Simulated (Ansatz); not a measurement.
**C9H8O2: one species, many methods**

The task here is to estimate one member of a computed series from the others.

Computed with Ansatz 0.2.0, Gaussian basis. Level: functionals in def2-TZVPP, the program's frozen cores in correlated methods.

Plan: LDA (SPW92), PBE-D4, revPBE-D4, BLYP-D4, r2SCAN-D4, B97M-V, PBE0-D4, B3LYP-D4, r2SCANh-D4, r2SCAN0-D4, HSE06-D4, BHLYP-D4, CAM-B3LYP-D4, LC-ωPBE, ωB97X-V, ωB97M-V, B2PLYP, PBE-QIDH; CCSD(T)/def2-SVP; CCSD(T)/def2-TZVPP; MP2/def2-QZVPP; extrapolation to the limit; RPA on PBE.

**The relaxed structure**

All runs share one geometry, relaxed beforehand with PBE0-D4 in a triple-zeta def2 set.

SMILES `O=CCC(=O)c1ccccc1`, 19 atoms, charge 0, spin multiplicity 1.

Atoms are counted from 1 here; the program's logs count them from 0.

Bond lengths: O1–C2 1.199 Å, C2–C3 1.508 Å, C2–H12 1.109 Å, C3–C4 1.523 Å, C3–H13 1.089 Å, C3–H14 1.092 Å, C4–O5 1.209 Å, C4–C6 1.484 Å, C6–C7 1.394 Å, C6–C11 1.395 Å, C7–C8 1.386 Å, C7–H15 1.083 Å, C8–C9 1.386 Å, C8–H16 1.084 Å, C9–C10 1.390 Å, C9–H17 1.084 Å, C10–C11 1.381 Å, C10–H18 1.084 Å and more. Angles: O1–C2–C3 124.2°, O1–C2–H12 121.2°, C3–C2–H12 114.6°, C2–C3–C4 110.0°, C2–C3–H13 109.3°, C2–C3–H14 108.2°, C4–C3–H13 112.8°, C4–C3–H14 106.0°, H13–C3–H14 110.5°, C3–C4–O5 119.7°, C3–C4–C6 118.4°, O5–C4–C6 121.9°, C4–C6–C7 122.4°, C4–C6–C11 118.0°, C7–C6–C11 119.6°, C6–C7–C8 120.0°, C6–C7–H15 120.6°, C8–C7–H15 119.3° and more.

The first run:

in.yaml

```yaml
crystal:
  periodic: [false, false, false]
  atoms:
    - {symbol: O, position_ang: [-0.019397, 3.281687, -0.898192]}
    - {symbol: C, position_ang: [0.464125, 2.446362, -1.609257]}
    - {symbol: C, position_ang: [1.496145, 1.443288, -1.157436]}
    - {symbol: C, position_ang: [0.928685, 0.033194, -1.255482]}
    - {symbol: O, position_ang: [1.110423, -0.617274, -2.258097]}
    - {symbol: C, position_ang: [0.132543, -0.487142, -0.116596]}
    - {symbol: C, position_ang: [-0.263884, 0.320622, 0.947744]}
    - {symbol: C, position_ang: [-1.030564, -0.209729, 1.972921]}
    - {symbol: C, position_ang: [-1.392378, -1.547926, 1.948360]}
    - {symbol: C, position_ang: [-0.998213, -2.358641, 0.890417]}
    - {symbol: C, position_ang: [-0.245559, -1.829623, -0.139944]}
    - {symbol: H, position_ang: [0.163927, 2.353818, -2.672995]}
    - {symbol: H, position_ang: [1.826213, 1.695842, -0.150851]}
    - {symbol: H, position_ang: [2.335090, 1.479893, -1.856142]}
    - {symbol: H, position_ang: [0.000386, 1.370878, 0.971977]}
    - {symbol: H, position_ang: [-1.345746, 0.424392, 2.793040]}
    - {symbol: H, position_ang: [-1.985998, -1.962162, 2.755422]}
    - {symbol: H, position_ang: [-1.283334, -3.404053, 0.872304]}
    - {symbol: H, position_ang: [0.065835, -2.437626, -0.980694]}
basis:
  gaussian: {orbitals: def2-TZVPP}
hamiltonian: {xc: lda}
output: {orbitals: {seedname: orbitals}}
```

Command:

```sh
$ ansatz run in.yaml --threads 4 --pin off --events-out ev --progress --plain --max-ram 41984MiB --backend cuda --devices 0, --max-vram 37GiB
```

Steps of the session up to this table: LDA; PBE-D4 (GGA); revPBE-D4 (GGA); BLYP-D4 (GGA); r2SCAN-D4 (meta-GGA); B97M-V (meta-GGA); B3LYP-D4 (hybrid); r2SCANh-D4 (hybrid); r2SCAN0-D4 (hybrid); HSE06-D4 (hybrid); BHLYP-D4 (hybrid); CAM-B3LYP-D4 (range-separated); LC-ωPBE (range-separated); ωB97X-V (range-separated); ωB97M-V (range-separated); B2PLYP (double hybrid); PBE-QIDH (double hybrid).

One of the session's tables, all rows but one given; the rest of the session is left out.

It belongs to the step «Orbital energies across the functionals». 

| functional | HOMO (eV) | LUMO (eV) | gap (eV) |
| --- | --- | --- | --- |
| LDA (SPW92) | -6.12 | -3.30 | 2.82 |
| PBE-D4 | -5.92 | -3.02 | 2.90 |
| revPBE-D4 | -5.84 | -2.92 | 2.92 |
| BLYP-D4 | -5.83 | -2.87 | 2.96 |
| r2SCAN-D4 | -6.23 | -2.90 | 3.32 |
| B97M-V | -6.38 | -2.79 | 3.58 |
| PBE0-D4 | -7.53 | -2.12 | 5.41 |
| B3LYP-D4 | -7.28 | -2.31 | 4.97 |
| r2SCANh-D4 | -6.83 | -2.57 | 4.26 |
| r2SCAN0-D4 | -7.75 | -2.06 | 5.68 |
| HSE06-D4 | -7.12 | -2.49 | 4.63 |
| BHLYP-D4 | -8.54 | -1.06 | 7.48 |
| CAM-B3LYP-D4 | -8.94 | -1.02 | 7.92 |
| LC-ωPBE | -10.23 | 0.03 | 10.27 |
| ωB97X-V | ? | ? | ? |
| ωB97M-V | -9.81 | -0.04 | 9.77 |

Estimate the missing values for ωB97X-V.

As computed: HOMO (eV): -9.88; LUMO (eV): 0.01; gap (eV): 9.90. In the column «HOMO (eV)» it lies between LC-ωPBE (-10.23) and ωB97M-V (-9.81).
